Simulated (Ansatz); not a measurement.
**AlGeF (triplet): from Hartree-Fock to the top rungs at distance Al2–Ge3 = 2.945 Å, cc-pVDZ**

An exercise on one series of results from a longer session: the logs are not shown, and one member is left open.

Computed with Ansatz 0.2.0, Gaussian basis. Level: cc-pVDZ, core rule «outside noble gas», up to 20 orbitals frozen.

To be run: UHF; CCSD(T) on ROHF; CCSD(T) on UHF; BCCD(T) on ROHF; CISD; CCSDT(Q) on ROHF; CCSDT(Q) on UHF; CASSCF and MRCISD+Q, 4 electrons in 4 orbitals; CASSCF and NEVPT2, 4 electrons in 4 orbitals.

36 further runs of the same task are left out: 11 for a known fault of the program, 18 that didn't finish, 7 set aside as unsound or not needed.

### The system

The geometry derives from a PBE0/def2-TZVP stationary point (not a proven minimum). One bond is set to the value named and the two fragments are kept rigid. No spin-orbit coupling is included. The filled d shell of Ge may be among the frozen orbitals whatever the setting's name suggests; the logs give the count.

3 atoms, charge 0, spin multiplicity 3.

Atoms are counted from 1 here; the program's logs count them from 0.

Bond lengths: F1–Al2 1.648 Å.

The first run:

Input file in.yaml:

```yaml
crystal:
  periodic: [false, false, false]
  atoms:
    - {symbol: F, position_ang: [0.000000, 0.000000, -2.080467]}
    - {symbol: Al, position_ang: [0.000000, 0.000000, -0.432267]}
    - {symbol: Ge, position_ang: [0.000000, 0.000000, 2.512733]}
basis:
  gaussian: {orbitals: cc-pVDZ}
magnetization: {spin_polarized: true, initial_magnetization: 2}
hamiltonian: {xc: hf}
output: {orbitals: {seedname: orbitals}}
```

Run with:

```console
> ansatz run in.yaml --threads 1 --pin off --events-out ev --progress --plain --max-ram 2393MiB
```

Among the steps run: UHF; CCSD(T) on ROHF; CCSD(T) on UHF; BCCD(T) on ROHF; CISD; CCSDT(Q) on ROHF; CCSDT(Q) on UHF; CASSCF and MRCISD+Q, 4 electrons in 4 orbitals; CASSCF and NEVPT2, 4 electrons in 4 orbitals.

One table of the session follows, with a row left open; its other results are not shown here.

It belongs to the step «Misses and costs». 

| method | from UCCSDT(Q) (meV) |
| --- | --- |
| ROHF | +8816.2 |
| UHF | +8709.7 |
| RMP2 | +940.0 |
| UMP2 | +939.2 |
| CISD | +1098.6 |
| RCCSD | +265.8 |
| UCCSD | +255.7 |
| RCCSD(T) | +65.7 |
| UCCSD(T) | +58.8 |
| BCCD(T) | ? |
| RCCSDT | +29.1 |
| UCCSDT | +22.1 |
| RCCSDT(Q) | +10.1 |
| UCCSDT(Q) | 0 |
| CASSCF pair | +8404.6 |
| MRCISD pair | +1034.9 |
| MRCISD+Q pair | +208.7 |

**Question.** Estimate the row for BCCD(T).

The run gave: from UCCSDT(Q) (meV): +61.0. In the column «from UCCSDT(Q) (meV)» it lies between UCCSD(T) (+58.8) and RCCSD(T) (+65.7).

Not comparable, so not listed: CASSCF and NEVPT2, 4 electrons in 4 orbitals (they don't share determinant, frozen orbitals or solution with the rows shown, or repeat one).

Caveats from the session: Restricted and unrestricted rows rest on different reference determinants; where their highest levels disagree by more than a few hundredths of an eV, they describe different states and don't form one ladder. Warnings in the runs' records: passed over end.
